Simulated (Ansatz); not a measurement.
I need a comparison of enthalpies under pressure of two structures of Re. Use Ansatz 0.2.0 through its Python package. Use (first run): LDA, PAW, cutoff 450 eV, Gaussian smearing of 0.05 eV.

`run_transition.py`
```python
"""Enthalpies of two structures of Re under pressure."""

import warnings

import ansatz as az
import numpy as np


def fcc(a_site, a):
    return (
        az.Lattice.fcc(a)
        .space_group(225)
        .atom(a_site, [0, 0, 0])
        .primitive()
    )


def bcc(first, a):
    return (
        az.Lattice.bcc(a)
        .space_group(229)
        .atom(first, [0, 0, 0])
        .primitive()
    )


def run_phase(name, crystal, pressure=0.0):
    calc = crystal.calculation()
    calc = calc.functional("lda").basis(450)
    calc = calc.kpoints(spacing=0.3)
    calc = calc.occupations("gaussian", width=0.05)
    calc = calc.relax(force_tolerance=0.01, max_steps=60, cell=True, pressure=pressure)
    return calc.run()


def volume_per_atom(outcome):
    return abs(np.linalg.det(outcome.lattice.cell_ang)) / len(outcome.lattice.sites)


def main() -> None:
    warnings.simplefilter("ignore", az.DeckWarning)

    phases = {}
    phases["fcc"] = fcc("Re", 3.89)
    phases["bcc"] = bcc("Re", 3.09)

    # enthalpy per atom at each pressure
    pressures = [0, 15, 30, 45]
    enthalpy, volume = {name: [] for name in phases}, {name: [] for name in phases}
    for p in pressures:
        for name, crystal in phases.items():
            o = run_phase(name, crystal, pressure=p)
            volume[name].append(volume_per_atom(o))
            enthalpy[name].append(o.report["energy_sigma0_ev"] / len(o.lattice.sites) + p * volume[name][-1] / 160.21766)
    gap = np.array(enthalpy["bcc"]) - np.array(enthalpy["fcc"])
    rows = [(p, va, vb, 1000 * d) for p, va, vb, d in zip(pressures, volume["fcc"], volume["bcc"], gap)]
    print("   P (GPa)  V fcc (A^3/atom)  V bcc (A^3/atom)  H(bcc) - H(fcc) (meV/atom)")
    for row in rows:
        print(f"{row[0]:10d}  {row[1]:16.3f}  {row[2]:16.3f}  {row[3]:+26.1f}")
    crossings = [p0 - g0 * (p1 - p0) / (g1 - g0) for p0, p1, g0, g1 in zip(pressures, pressures[1:], gap, gap[1:]) if g0 * g1 < 0]
    print("crossing near", [round(float(p), 1) for p in crossings], "GPa") if crossings else print("no crossing in this range")


if __name__ == "__main__":
    main()
```

`python run_transition.py` gives:
```text
   P (GPa)  V fcc (A^3/atom)  V bcc (A^3/atom)  H(bcc) - H(fcc) (meV/atom)
         0            14.383            14.451                      +266.7
        15            13.903            13.954                      +272.2
        30            13.496            13.535                      +276.5
        45            13.143            13.173                      +279.7
no crossing in this range
```

Caveats:
- At a fixed pressure a relaxation lowers the enthalpy F + PV, while F alone can rise.
- Spin-orbit coupling, which matters for elements this heavy, is left out.
- Only these two structures are compared, at zero temperature and with their symmetry kept; either may be hypothetical, and another phase may be lower than both. Differences under about 40 meV an atom lie within the error of mesh and functional.
- The cells are prototypes set up for this calculation and needn't exist.
- Timing: 17 s on 1 thread of Intel(R) Xeon(R) Platinum 8488C (Sapphire Rapids), on a shared host, peak memory 0.37 GiB.

(Lines on the test bed's own set-up are left out of the output.)
